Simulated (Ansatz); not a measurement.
# CH4AlBr (SMILES [AlH2][CH2]Br): one structure at several levels

How do the functionals fare away from a minimum? The structure is a structure displaced at random from a GFN2-xTB minimum.

Computed with Ansatz 0.2.0, Gaussian basis. Level: single points in def2-TZVPP.

Correlated methods freeze the cores. Filled d shells of the heavier atoms are correlated.

**1. Where the work starts**

SMILES `[AlH2][CH2]Br`, 7 atoms, charge 0, spin multiplicity 1.

Atoms are counted from 1 here; the program's logs count them from 0.

Bond lengths: Al1–C2 1.996 Å, Al1–Br3 2.634 Å, Al1–H4 1.500 Å, Al1–H5 1.529 Å, C2–Br3 1.909 Å, C2–H6 1.109 Å, C2–H7 1.051 Å. Angles: C2–Al1–Br3 46.2°, C2–Al1–H4 125.9°, C2–Al1–H5 116.9°, Br3–Al1–H4 79.7°, Br3–Al1–H5 163.1°, H4–Al1–H5 117.2°, Al1–C2–Br3 84.8°, Al1–C2–H6 120.7°, Al1–C2–H7 126.1°, Br3–C2–H6 108.2°, Br3–C2–H7 107.1°, H6–C2–H7 105.3°, Al1–Br3–C2 49.0°.

Geometry (Å):

```mol
CH4AlBr
  3D, bonds by distance, orders not assigned

  7  7  0  0  0  0  0  0  0  0999 V2000
   -0.7060    0.2506   -0.7734 Al  0  0
    0.7191    0.1053    0.6164 C   0  0
    0.2327   -1.7403    0.6735 Br  0  0
   -1.5955   -0.8635   -1.2413 H   0  0
   -0.9346    1.6316   -1.3884 H   0  0
    0.5700    0.5348    1.6284 H   0  0
    1.7559    0.1464    0.4474 H   0  0
  1  2  8  0
  1  3  8  0
  1  4  8  0
  1  5  8  0
  2  3  8  0
  2  6  8  0
  2  7  8  0
M  END
```

**2. CCSD(T)/def2-TZVPP**

run/in.yaml reads:

```yaml
crystal:
  periodic: [false, false, false]
  atoms:
    - {symbol: Al, position_ang: [-0.706000, 0.250600, -0.773400]}
    - {symbol: C, position_ang: [0.719100, 0.105300, 0.616400]}
    - {symbol: Br, position_ang: [0.232700, -1.740300, 0.673500]}
    - {symbol: H, position_ang: [-1.595500, -0.863500, -1.241300]}
    - {symbol: H, position_ang: [-0.934600, 1.631600, -1.388400]}
    - {symbol: H, position_ang: [0.570000, 0.534800, 1.628400]}
    - {symbol: H, position_ang: [1.755900, 0.146400, 0.447400]}
basis:
  gaussian: {orbitals: def2-TZVPP}
correlation: {method: ccsd_t}
output: {forces: true}
```

No record of the launch command was kept for these runs.

**3. PBE0-D4/def2-TZVPP**

run/in.yaml: that of step 2 with these lines changed.

```diff
@@ -12,3 +12,3 @@
   gaussian: {orbitals: def2-TZVPP}
-correlation: {method: ccsd_t}
-output: {forces: true}
+hamiltonian: {xc: pbe0, dispersion: d4}
+output: {forces: true, orbitals: {seedname: orbitals}}
```

**4. wB97M-V/def2-TZVPP**

run/in.yaml: that of step 3 with these lines changed.

```diff
@@ -12,3 +12,3 @@
   gaussian: {orbitals: def2-TZVPP}
-hamiltonian: {xc: pbe0, dispersion: d4}
-output: {forces: true, orbitals: {seedname: orbitals}}
+hamiltonian: {xc: {name: wB97M-V}}
+output: {forces: true}
```

**5. r2SCAN-D4/def2-TZVPP**

run/in.yaml: that of step 4 with these lines changed.

```diff
@@ -12,3 +12,3 @@
   gaussian: {orbitals: def2-TZVPP}
-hamiltonian: {xc: {name: wB97M-V}}
+hamiltonian: {xc: r2scan, dispersion: d4}
 output: {forces: true}
```

**6. PBE-D4/def2-TZVPP**

run/in.yaml: that of step 5 with these lines changed.

```diff
@@ -12,3 +12,3 @@
   gaussian: {orbitals: def2-TZVPP}
-hamiltonian: {xc: r2scan, dispersion: d4}
+hamiltonian: {xc: pbe, dispersion: d4}
 output: {forces: true}
```

**7. BHLYP-D4/def2-TZVPP**

run/in.yaml: that of step 6 with these lines changed.

```diff
@@ -12,3 +12,3 @@
   gaussian: {orbitals: def2-TZVPP}
-hamiltonian: {xc: pbe, dispersion: d4}
+hamiltonian: {xc: {name: BHLYP}, dispersion: d4}
 output: {forces: true}
```

**8. r2SCANh-D4/def2-TZVPP**

run/in.yaml: that of step 7 with these lines changed.

```diff
@@ -12,3 +12,3 @@
   gaussian: {orbitals: def2-TZVPP}
-hamiltonian: {xc: {name: BHLYP}, dispersion: d4}
+hamiltonian: {xc: {name: r2SCANh}, dispersion: d4}
 output: {forces: true}
```

(Steps that only read results are left out.)

What does the calculation give? Wanted: energy less free atoms, CCSD(T)/def2-TZVPP; RMS force component; RMS force error; HOMO and LUMO, PBE0-D4; T1 diagnostic.

As calculated:

| quantity | value |
| --- | --- |
| energy less free atoms, CCSD(T)/def2-TZVPP | -1910.1 kJ/mol |
| RMS force component | 0.886 to 0.953 eV/Å over the methods |
| RMS force error | PBE0-D4 0.099, wB97M-V 0.055, r2SCAN-D4 0.078, PBE-D4 0.128, BHLYP-D4 0.115, r2SCANh-D4 0.075 eV/Å |
| HOMO and LUMO, PBE0-D4 | -6.90 and -1.51 eV |
| T1 diagnostic | 0.008 |

In words: Against CCSD(T) the functionals' energies less atoms differ by -54.0 to +1.8 kJ/mol, PBE-D4 by -54.0 kJ/mol. A larger basis would deepen the CCSD(T) value, while the functionals are nearly converged already, so the order here is not reliable. The forces of wB97M-V come nearest to CCSD(T), those of PBE-D4 are farthest. Frozen-core CCSD(T) forces in triple zeta carry basis errors of their own, and this is one geometry, so small gaps rank nothing.
